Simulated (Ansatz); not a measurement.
Crystal: SbC.

```xyz
2
Lattice="3.1147 0.0000 0.0000 0.0000 3.1147 0.0000 0.0000 0.0000 3.1147" Properties=species:S:1:pos:R:3 pbc="T T T"
Sb    1.5573    1.5573    1.5573
C     0.0000    0.0000    0.0000
```

The cell was built by a generator and needn't be a form met in nature.

```yaml
Program: Ansatz 0.2.0
Task: relaxation of cell and atoms
Functional: PBEsol
Dispersion: D3(BJ)
Potentials_or_basis: Ansatz PAW
Cutoff: "420 eV (not typed: the program's choice for these potentials)"
k_mesh: 9 × 9 × 9
Occupations: fermi-dirac, width 0.05 eV
Spin: no spin polarisation
```

At the start: volume 15.11 Å³/atom.

How do energy, volume and symmetry change on relaxing?

It ends after 5 steps and the volume is 13.88 Å³/atom (-8.1 %); space group Pm-3m (No. 221, to 0.05 Å).

The path:
```
step  energy change (eV)  largest force (eV/Å)  volume (Å³)
   1              0.0000                0.0000        30.22
   2             -0.0270                0.0000        26.01
   3             -0.0683                0.0000        28.19
   4             -0.0711                0.0000        27.76
   5             -0.0685                0.0000        27.76
```

Final structure:
```yaml
crystal:
  lattice:
    - [3.02789, 0.00000, 0.00000]
    - [0.00000, 3.02789, 0.00000]
    - [0.00000, 0.00000, 3.02789]
  atoms:
    - { symbol: Sb, position: [0.50000, 0.50000, 0.50000] }
    - { symbol: C, position: [0.00000, 0.00000, 0.00000] }
```

Caveat: the plane-wave basis is chosen anew once the cell has moved, so the energies of steps on either side of that aren't comparable; pairwise dispersion overbinds metals, which lowers pressure and volume; the PAW data sets come from PBE, with cores solved anew for the run's functional, which leaves a small shift of forces and pressure.
